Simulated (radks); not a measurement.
# Zn⁺ in [Ar] 3d9.75 4s1 4d0.25: an all-electron calculation

An exercise on one series of results from a longer session: the logs are not shown, and one member is left open.

Program: radks (a radial shooting solver on a logarithmic mesh, Libxc functionals) version 1. Level of theory: scalar-relativistic Kohn-Sham, LDA (Slater exchange, Perdew-Wang correlation), spin-unpolarised, spherical densities, point nucleus. These are calculated values, not measurements, unless marked.

**The system**

* element: zinc (Z = 30)
* charge: +1
* electrons: 29
* configuration: [Ar] 3d9.75 4s1 4d0.25

Set-up of the first run:

Settings of this run:

```text
Z 30
configuration [Ar] 3d9.75 4s1 4d0.25 4p0 5s0 4f0 5d0
relativity scalar-relativistic
functional lda,pw
spin unpolarised
nucleus point
c 137.035999084
```

On the command line:

```console
$ python run_ks.py task.json out
```

This one command runs every case of the session in turn.

One table of the session follows, with a row left open; its other results are not shown here.

It belongs to the step «Orbitals and density». From the orbitals of this run (lengths in bohr):

| level | <r> | outermost maximum (interpolated) | 90 % within | nodes |
| --- | --- | --- | --- | --- |
| 1s | 0.05038 | 0.0330 | 0.0900 | 0 |
| 2s | 0.2266 | 0.190 | 0.351 | 1 |
| 2p | 0.1985 | 0.152 | 0.324 | 0 |
| 3s | 0.6819 | 0.589 | 1.02 | 2 |
| 3p | ? | ? | ? | ? |
| 3d | 0.8797 | 0.562 | 1.54 | 0 |
| 4s | 2.320 | 1.94 | 3.48 | 3 |
| 4p | 2.991 | 2.43 | 4.59 | 2 |
| 5s | 6.289 | 5.74 | 9.07 | 4 |
| 4d | 6.210 | 5.26 | 9.46 | 1 |
| 5d | 12.88 | 12.8 | 18.9 | 2 |
| 4f | 11.20 | 9.83 | 16.3 | 0 |

Q: Estimate the row for 3p from the others.

The run gave: <r>: 0.7130; outermost maximum (interpolated): 0.592; 90 % within: 1.10; nodes: 1. In the column «<r>» it lies between 3s (0.6819) and 3d (0.8797).
